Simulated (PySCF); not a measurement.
# [Eu(N2)2]3+: forces at shaken geometries

How stiff is [Eu(N2)2]3+? Its atoms are displaced at random by several amounts. It is a constructed species; whether it can be made isn't addressed.

The runs use PySCF 2.14.0; TPSS, Eu lcecp-1-SVP with ECP52, N def2-SVP; scalar-relativistic core potentials, no spin–orbit coupling.

4 further runs of the same task are left out: 2 for a known fault of the program, 1 that didn't finish, 1 set aside as unsound or not needed.

## 1. The system as given

5 atoms, charge 3, spin multiplicity 1.

Bond lengths: Eu1–N2 2.463 Å, Eu1–N4 2.463 Å, N2–N3 1.117 Å, N4–N5 1.117 Å. Angles: N2–Eu1–N4 112.2°, Eu1–N2–N3 179.2°, Eu1–N4–N5 179.2°.

Coordinates:

```tsv
atom	x (Å)	y (Å)	z (Å)
Eu1	-0.66317	-0.99047	0.00000
N2	0.10163	0.15179	2.04384
N3	0.44163	0.65959	2.97871
N4	0.10163	0.15179	-2.04384
N5	0.44163	0.65959	-2.97871
```

Formal oxidation states: Eu +3. Each metal's 6 4f electrons lie in its core potential, so multiplicities, spins and levels count the valence alone. An earlier session relaxed this geometry at TPSS, Eu lcecp-1-SVP with ECP52, N def2-SVP (singlet, point group C2v).

Its energy there is -252.912454 Eh.

## 2. Atoms moved at random, σ = 0.03 Å

Contents of run.py (the lines that set the calculation):

```python
mol = gto.M(atom='''
Eu    -0.67490    -0.96523     0.01789
N      0.09359     0.13735     2.04301
N      0.41530     0.66165     2.96009
N      0.11626     0.16128    -2.03671
N      0.47310     0.63724    -2.98429''',
    basis={'Eu': 'lcecp-1-SVP', 'N': 'def2-SVP'},
    ecp={'Eu': 'lcecp-1-SVP'},
    charge=3, spin=0)
mf = dft.RKS(mol, xc='TPSS')
mf.grids.atom_grid = (50, 194)  # f atoms: unpruned, at least (60, 302)
mf = mf.density_fit()  # fitting sets: Eu AutoAux, N def2-universal-JKFIT
mf.conv_tol = 1e-08; mf.max_cycle = 55
mf.kernel(dm0)  # dm0: the density of the relaxed state
```

Command:

```bash
$ OMP_NUM_THREADS=2 python run.py
```

Log:

```text
init E= -252.938264745156
  HOMO = -0.925864074179798  LUMO = -0.75580563206739  gap/eV = 4.62753
cycle= 1 E= -252.911543986425  delta_E= 0.0267  |g|= 0.0307  |ddm|= 0.117
  HOMO = -0.927220946592447  LUMO = -0.760614332188557  gap/eV = 4.53360
cycle= 2 E= -252.910790850778  delta_E= 0.000753  |g|= 0.0701  |ddm|= 0.0791
  HOMO = -0.929470703413374  LUMO = -0.759851998739082  gap/eV = 4.61556
cycle= 3 E= -252.911696649351  delta_E= -0.000906  |g|= 0.0218  |ddm|= 0.0514
  HOMO = -0.93063970424041  LUMO = -0.760220517602429  gap/eV = 4.63734
cycle= 4 E= -252.911807660777  delta_E= -0.000111  |g|= 0.00187  |ddm|= 0.0183
  HOMO = -0.930899717591074  LUMO = -0.76010567268284  gap/eV = 4.64754
cycle= 5 E= -252.911807160497  delta_E= 5e-07  |g|= 0.00252  |ddm|= 0.00275
  HOMO = -0.930772544725376  LUMO = -0.760118601738562  gap/eV = 4.64373
cycle= 6 E= -252.911808437602  delta_E= -1.28e-06  |g|= 0.000212  |ddm|= 0.00163
  HOMO = -0.930768706491989  LUMO = -0.760128139343479  gap/eV = 4.64337
cycle= 7 E= -252.911808449645  delta_E= -1.2e-08  |g|= 3.51e-05  |ddm|= 0.000264
  HOMO = -0.930779688575696  LUMO = -0.760125625691876  gap/eV = 4.64373
cycle= 8 E= -252.911808450007  delta_E= -3.62e-10  |g|= 9.02e-06  |ddm|= 5.34e-05
  HOMO = -0.930775934976118  LUMO = -0.76012696408608  gap/eV = 4.64360
Extra cycle  E= -252.911808449941  delta_E= 6.62e-11  |g|= 1.96e-05  |ddm|= 2.83e-05
converged SCF energy = -252.911808449941
```

Run time: 2.9 s. Hardware: 2 threads of Intel Xeon 6975P-C (Granite Rapids), shared host.

It gives: E = -252.911808 Eh (+0.018 eV from the relaxed state), HOMO -25.33 eV, LUMO -20.68 eV, Mulliken charge on Eu1 +2.44 e, largest force component 1.595 eV/Å. 

```tsv
atom	Fx	Fy	Fz (eV/Å)
Eu1	-0.054	-0.091	-0.251
N2	-0.505	-0.741	-1.395
N3	0.575	0.871	1.595
N4	0.084	0.061	-0.202
N5	-0.100	-0.099	0.253
```

## 3. Atoms moved at random, σ = 0.03 Å

Contents of run.py (the lines that set the calculation):

```python
mol = gto.M(atom='''
Eu    -0.66428    -1.00992     0.00938
N      0.07970     0.14257     2.02804
N      0.44958     0.65128     2.96227
N      0.04773     0.12193    -2.03149
N      0.51063     0.72643    -2.96820''',
    basis={'Eu': 'lcecp-1-SVP', 'N': 'def2-SVP'},
    ecp={'Eu': 'lcecp-1-SVP'},
    charge=3, spin=0)
mf = dft.RKS(mol, xc='TPSS')
mf.grids.atom_grid = (50, 194)  # f atoms: unpruned, at least (60, 302)
mf = mf.density_fit()  # fitting sets: Eu AutoAux, N def2-universal-JKFIT
mf.conv_tol = 1e-08; mf.max_cycle = 55
mf.kernel(dm0)  # dm0: the density of the relaxed state
```

Command:

```bash
$ OMP_NUM_THREADS=2 python run.py
```

Log:

```text
init E= -252.656827305353
  HOMO = -0.958411166875251  LUMO = -0.80361736996299  gap/eV = 4.21215
cycle= 1 E= -252.879298855183  delta_E= -0.222  |g|= 0.262  |ddm|= 0.411
  HOMO = -0.914850755594727  LUMO = -0.751183750998065  gap/eV = 4.45361
cycle= 2 E= -252.703906798245  delta_E= 0.175  |g|= 0.959  |ddm|= 0.726
  HOMO = -0.916104045719653  LUMO = -0.758903856592658  gap/eV = 4.27764
cycle= 3 E= -252.888271675656  delta_E= -0.184  |g|= 0.154  |ddm|= 0.593
  HOMO = -0.932870706959557  LUMO = -0.75509425231776  gap/eV = 4.83754
cycle= 4 E= -252.894636248452  delta_E= -0.00636  |g|= 0.03  |ddm|= 0.159
  HOMO = -0.934695285426712  LUMO = -0.756051153392078  gap/eV = 4.86115
cycle= 5 E= -252.894716182293  delta_E= -7.99e-05  |g|= 0.0245  |ddm|= 0.0312
  HOMO = -0.933602793028839  LUMO = -0.757177053516872  gap/eV = 4.80079
cycle= 6 E= -252.894843246173  delta_E= -0.000127  |g|= 0.00201  |ddm|= 0.0184
  HOMO = -0.934121523427128  LUMO = -0.756968657552921  gap/eV = 4.82058
cycle= 7 E= -252.894844374601  delta_E= -1.13e-06  |g|= 0.000611  |ddm|= 0.00312
  HOMO = -0.933961252300937  LUMO = -0.756972291999635  gap/eV = 4.81611
cycle= 8 E= -252.894844484605  delta_E= -1.1e-07  |g|= 4.74e-05  |ddm|= 0.000731
  HOMO = -0.933966438396525  LUMO = -0.756965628832894  gap/eV = 4.81644
cycle= 9 E= -252.894844485176  delta_E= -5.72e-10  |g|= 1.52e-05  |ddm|= 6.87e-05
  HOMO = -0.933964773304849  LUMO = -0.756967572463368  gap/eV = 4.81634
Extra cycle  E= -252.894844484986  delta_E= 1.91e-10  |g|= 3.4e-05  |ddm|= 3.97e-05
converged SCF energy = -252.894844484986
```

It took 3.2 s on 2 threads of Intel Xeon 6975P-C (Granite Rapids), shared host.

Result: E = -252.894844 Eh (+0.479 eV from the relaxed state), HOMO -25.41 eV, LUMO -20.60 eV, Mulliken charge on Eu1 +2.43 e, largest force component 7.022 eV/Å. 

```tsv
atom	Fx	Fy	Fz (eV/Å)
Eu1	-0.126	-0.113	-0.134
N2	0.515	0.629	1.165
N3	-0.448	-0.555	-1.035
N4	3.657	4.661	-7.018
N5	-3.598	-4.620	7.022
```

## 4. Atoms moved at random, σ = 0.06 Å

Contents of run.py (the lines that set the calculation):

```python
mol = gto.M(atom='''
Eu    -0.68079    -0.92341     0.12909
N      0.10568     0.17198     1.93125
N      0.43663     0.64328     3.02292
N      0.06179     0.10285    -2.06513
N      0.50005     0.63761    -3.01813''',
    basis={'Eu': 'lcecp-1-SVP', 'N': 'def2-SVP'},
    ecp={'Eu': 'lcecp-1-SVP'},
    charge=3, spin=0)
mf = dft.RKS(mol, xc='TPSS')
mf.grids.atom_grid = (50, 194)  # f atoms: unpruned, at least (60, 302)
mf = mf.density_fit()  # fitting sets: Eu AutoAux, N def2-universal-JKFIT
mf.conv_tol = 1e-08; mf.max_cycle = 55
mf.kernel(dm0)  # dm0: the density of the relaxed state
```

Command:

```bash
$ OMP_NUM_THREADS=2 python run.py
```

Log:

```text
init E= -252.478774296746
  HOMO = -0.996427409063905  LUMO = -0.844614276267043  gap/eV = 4.13105
cycle= 1 E= -252.82593911226  delta_E= -0.347  |g|= 0.455  |ddm|= 0.577
  HOMO = -0.910712630964136  LUMO = -0.74900330166673  gap/eV = 4.40033
cycle= 2 E= -252.061774448823  delta_E= 0.764  |g|= 1.93  |ddm|= 1.35
  HOMO = -0.907255503294741  LUMO = -0.762206032764927  gap/eV = 3.94700
cycle= 3 E= -252.860267121411  delta_E= -0.798  |g|= 0.183  |ddm|= 1.14
  HOMO = -0.918199782737812  LUMO = -0.76451984975672  gap/eV = 4.18184
cycle= 4 E= -252.868734073142  delta_E= -0.00847  |g|= 0.0747  |ddm|= 0.214
  HOMO = -0.922209498169337  LUMO = -0.765014110039114  gap/eV = 4.27750
cycle= 5 E= -252.868970464076  delta_E= -0.000236  |g|= 0.0688  |ddm|= 0.0778
  HOMO = -0.918683311829772  LUMO = -0.766534796144154  gap/eV = 4.14017
cycle= 6 E= -252.869977364911  delta_E= -0.00101  |g|= 0.00378  |ddm|= 0.0477
  HOMO = -0.919209540959564  LUMO = -0.76603308285368  gap/eV = 4.16814
cycle= 7 E= -252.869981557285  delta_E= -4.19e-06  |g|= 0.000989  |ddm|= 0.00562
  HOMO = -0.91900609505224  LUMO = -0.766051987155347  gap/eV = 4.16209
cycle= 8 E= -252.869981833623  delta_E= -2.76e-07  |g|= 0.00017  |ddm|= 0.00113
  HOMO = -0.919030445311454  LUMO = -0.76604016258525  gap/eV = 4.16308
cycle= 9 E= -252.869981840291  delta_E= -6.67e-09  |g|= 3.63e-05  |ddm|= 0.000184
  HOMO = -0.919016248199584  LUMO = -0.766046273634961  gap/eV = 4.16253
Extra cycle  E= -252.869981839619  delta_E= 6.73e-10  |g|= 6.74e-05  |ddm|= 9.77e-05
converged SCF energy = -252.869981839619
```

Wall time 3.1 s (2 threads of Intel Xeon 6975P-C (Granite Rapids), shared host).

Read off: E = -252.869982 Eh (+1.156 eV from the relaxed state), HOMO -25.01 eV, LUMO -20.85 eV, Mulliken charge on Eu1 +2.38 e, largest force component 10.906 eV/Å. 

```tsv
atom	Fx	Fy	Fz (eV/Å)
Eu1	-0.565	-0.772	-1.995
N2	3.377	4.804	10.906
N3	-2.731	-3.895	-9.308
N4	2.602	3.091	-5.191
N5	-2.683	-3.227	5.588
```

## 5. The displacements side by side

| σ (Å) | energy rise (eV) | harmonic estimate −½ F·u (eV) | largest force component (eV/Å) |
| --- | --- | --- | --- |
| 0.03 | 0.018 | 0.018 | 1.59 |
| 0.03 | 0.479 | 0.461 | 7.02 |
| 0.06 | 1.156 | 1.101 | 10.91 |

Every displacement raises the energy. For a harmonic well the rise equals −½ F·u; the two differ by at most 5 % here (a move with σ = 0.06 Å), from anharmonicity, the grid and the small forces left at the relaxed point. The bases are small and lack diffuse functions. Spin–orbit coupling is left out.
